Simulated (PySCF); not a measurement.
# [Pb(CO)]2+: other functionals and bases at one geometry

An exercise on one series of results from a longer session: the logs are not shown, and one member is left open.

The runs use PySCF 2.14.0; several levels, as the steps say, no spin–orbit coupling.

1 further run of the same task is left out (for a known fault of the program).

**Starting geometry**

3 atoms, charge 2, spin multiplicity 1.

Bond lengths: Pb1–C2 2.673 Å, C2–O3 1.113 Å. Angles: Pb1–C2–O3 180.0°.

Geometry (Å):

```
Pb    0.00000    0.00000   -0.56225
C     0.00000    0.00000    2.11100
O     0.00000    0.00000    3.22444
```

Formal oxidation states: Pb +2. An earlier session relaxed this geometry at PBE0, Pb def2-SVP with ECP60, C def2-SVP, O def2-SVP (singlet, point group C∞v).

At PBE0 on the finer grid: E = -305.222269 Eh, HOMO -22.58 eV, LUMO -15.23 eV, Mulliken charge on Pb1 +1.77 e, largest force component 0.001 eV/Å. 

Levels to run: r2SCAN; M06-L; PBE0, TZVP. Hardware: 2 threads of Arm Neoverse V1, shared host.

Set-up of the first run:

File run.py (the lines that set the calculation):

```python
mol = gto.M(atom='''
Pb     0.00000     0.00000    -0.56225
C      0.00000     0.00000     2.11100
O      0.00000     0.00000     3.22444''',
    basis={'Pb': 'def2-SVP', 'C': 'def2-SVP', 'O': 'def2-SVP'},
    ecp={'Pb': 'def2-SVP'},
    charge=2, spin=0)
mf = dft.RKS(mol, xc='R2SCAN')
mf.grids.atom_grid = (75, 302)
mf = mf.density_fit()  # fitting sets: Pb def2-universal-JKFIT, C def2-universal-JKFIT, O def2-universal-JKFIT
mf.conv_tol = 1e-08; mf.max_cycle = 55
mf.kernel(dm0)  # dm0: the density of the relaxed state
```

Command:

```
> OMP_NUM_THREADS=2 python run.py
```

Steps of the session up to this table: r2SCAN; M06-L; PBE0, TZVP.

One table of the session follows, with a row left open; its other results are not shown here.

| level | HOMO (eV) | gap (eV) | charge on Pb1 (e) | dipole (D) | largest force component (eV/Å) |
| --- | --- | --- | --- | --- | --- |
| PBE0 (relaxed here) | -22.58 | 7.35 | 1.77 | 0.80 | 0.00 |
| r2SCAN | -21.51 | 5.76 | 1.77 | 0.95 | 0.70 |
| M06-L | -21.28 | 5.72 | 1.80 | 0.73 | 0.75 |
| PBE0, TZVP | ? | ? | ? | ? | ? |

Estimate the missing values for PBE0, TZVP.

As computed: HOMO (eV): -22.52; gap (eV): 7.27; charge on Pb1 (e): 1.70; dipole (D): 0.80; largest force component (eV/Å): 0.66. In the column «HOMO (eV)» it lies between PBE0 (relaxed here) (-22.58) and r2SCAN (-21.51).

The dipole of a charged species depends on the origin, so these sizes hold for this origin alone.

In one basis the HOMO–LUMO gap runs from 5.72 eV (M06-L) to 7.35 eV (PBE0). The largest leftover force, 0.75 eV/Å with M06-L, stands at a geometry relaxed at another level. Total energies of different levels can't be compared.
